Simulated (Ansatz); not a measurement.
**C2H2Zn (SMILES C#[C][ZnH]): one structure at several levels**

The task here is to estimate one member of a computed series from the others.

The runs use Ansatz 0.2.0, Gaussian basis; single points in def2-TZVPP.

Cores are frozen in the correlated methods. The 3s and 3p shells of Cu and Zn are frozen; filled d shells are correlated.

**The starting structure**

SMILES `C#[C][ZnH]`, 5 atoms, charge 0, spin multiplicity 1.

Atoms are counted from 1 here; the program's logs count them from 0.

Bond lengths: C1–C2 1.219 Å, C1–H4 1.024 Å, C2–Zn3 1.990 Å, Zn3–H5 1.426 Å. Angles: C2–C1–H4 176.1°, C1–C2–Zn3 173.0°, C2–Zn3–H5 175.7°.

Geometry (Å):

```xyz
5
C2H2Zn
C    -1.51610   -0.53270   -0.08510
C    -0.34270   -0.21820    0.00990
Zn    1.50860    0.50900    0.06680
H    -2.50620   -0.79560   -0.09580
H     2.84150    1.01090    0.00250
```

Set-up of the first run:

Input file run/in.yaml:

```yaml
crystal:
  periodic: [false, false, false]
  atoms:
    - {symbol: C, position_ang: [-1.516100, -0.532700, -0.085100]}
    - {symbol: C, position_ang: [-0.342700, -0.218200, 0.009900]}
    - {symbol: Zn, position_ang: [1.508600, 0.509000, 0.066800]}
    - {symbol: H, position_ang: [-2.506200, -0.795600, -0.095800]}
    - {symbol: H, position_ang: [2.841500, 1.010900, 0.002500]}
basis:
  gaussian: {orbitals: def2-TZVPP}
correlation: {method: ccsd_t, frozen_orbitals: {C: 1, H: 0, Zn: 9}}
output: {forces: true}
```

The command line of these runs was not kept.

Among the steps run: CCSD(T)/def2-TZVPP; PBE0-D4/def2-TZVPP; wB97M-V/def2-TZVPP; r2SCAN-D4/def2-TZVPP; PBE-D4/def2-TZVPP; BLYP-D4/def2-TZVPP; r2SCAN0-D4/def2-TZVPP.

One of the session's tables, all rows but one given; the rest of the session is left out.

```
    method  RMS force component (eV/Å)  angle to CCSD(T) forces (°)  dipole (D)
   CCSD(T)                       1.153                    reference        0.63
   PBE0-D4                           ?                            ?           ?
   wB97M-V                       1.244                         26.7        0.69
 r2SCAN-D4                       1.194                         15.4        0.58
    PBE-D4                       1.228                          6.0        0.57
   BLYP-D4                       1.162                          8.0        0.58
r2SCAN0-D4                       1.256                         27.7        0.64
```

Q: Estimate the row for PBE0-D4 from the others.

**Answer.** RMS force component (eV/Å): 1.256; angle to CCSD(T) forces (°): 21.7; dipole (D): 0.63.
